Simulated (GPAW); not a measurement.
## HfGe in GPAW: convergence with k mesh

Input of the first run (k mesh 2 × 2 × 2); the others differ in this setting and in those tied to it:

File run.py:

```python
from ase.dft.bandgap import bandgap
from ase.io import read, write
from ase.units import GPa
from gpaw import GPAW, PW, setup_paths

setup_paths.insert(0, '.')

atoms = read('HfGe.xyz')

calc = GPAW(mode=PW(600),
            xc='PBE',
            kpts={'size': (2, 2, 2), 'gamma': True},
            occupations={'name': 'fermi-dirac', 'width': 0.05},
            setups={'Ge': 'jth', 'Hf': 'jth'},
            nbands=-10,
            convergence={'density': 1e-05, 'energy': 1e-05},
            maxiter=100,
            txt='gpaw.txt')
atoms.calc = calc
energy = atoms.get_potential_energy()
forces = atoms.get_forces()
stress = atoms.get_stress()
calc.write('gs.gpw')
write('result.traj', atoms)
print(f'Energy: {energy:.6f} eV')
print('Forces (eV/A):')
print(forces.round(4))
print('Stress (GPa):', (stress / GPa).round(3))
print('Fermi level:', round(calc.get_fermi_level(), 4), 'eV')
print(f'Gap: {bandgap(calc)[0]:.4f} eV, direct: {bandgap(calc, direct=True)[0]:.4f} eV')
```

HfGe.xyz

```xyz
2
Lattice="3.9335093854 0.0000000000 0.0000000000 -1.9667546927 3.4065190538 0.0000000000 0.0000000000 0.0000000000 3.5096193900" Properties=species:S:1:pos:R:3 pbc="T T T"
Hf     0.0000000000      0.0000000000      1.7548096950
Ge    -0.0000000002      2.2710127026      1.7548096950
```

Potentials or basis: JTH PAW 2.0, PBE, pw.

Launch:

```sh
$ OMP_NUM_THREADS=1 python run.py
```

The cell was built by a generator and needn't be a form met in nature.

Hardware: 1 thread of Arm Neoverse V1, with other jobs on the host.

```tsv
k mesh	energy less the tightest run, at zero smearing (meV/atom)	pressure (GPa)	gap on the mesh (eV)	SCF cycles	CPU time (s)	peak memory (GiB)
2 × 2 × 2	283.81	40.18	0.000	9	5.8	0.15
3 × 3 × 3	-163.26	37.54	0.549	9	6.5	0.15
4 × 4 × 4	-1.43	37.73	0.000	10	10	0.16
5 × 5 × 5	-2.31	38.44	0.068	10	13	0.16
6 × 6 × 6	-2.97	37.61	0.000	10	20	0.17
7 × 7 × 7	3.44	38.18	0.000	10	24	0.17
9 × 9 × 8	0.22	38.01	0.000	9	38	0.19
10 × 10 × 10	0.00	37.98	0.000	9	52	0.21
```

Against the tightest run, the energy stays within 1 meV/atom from 9 × 9 × 8 on; the pressure stays within 0.1 GPa from 9 × 9 × 8 on; the gap on the mesh stays within 0.01 eV from 6 × 6 × 6 on. Meshes of other sizes hit other points, so gaps and Fermi surfaces needn't settle smoothly. The tightest run that finished is the yardstick and may itself not be fully converged.

Caveat, for the tightest run too: the program truncates these outside data sets; a pressure of tens of GPa on the cell as given is suspect, and the run, the potentials or the cell itself is likely at fault. The run has no spin-orbit coupling, so splittings on Hf are missing.
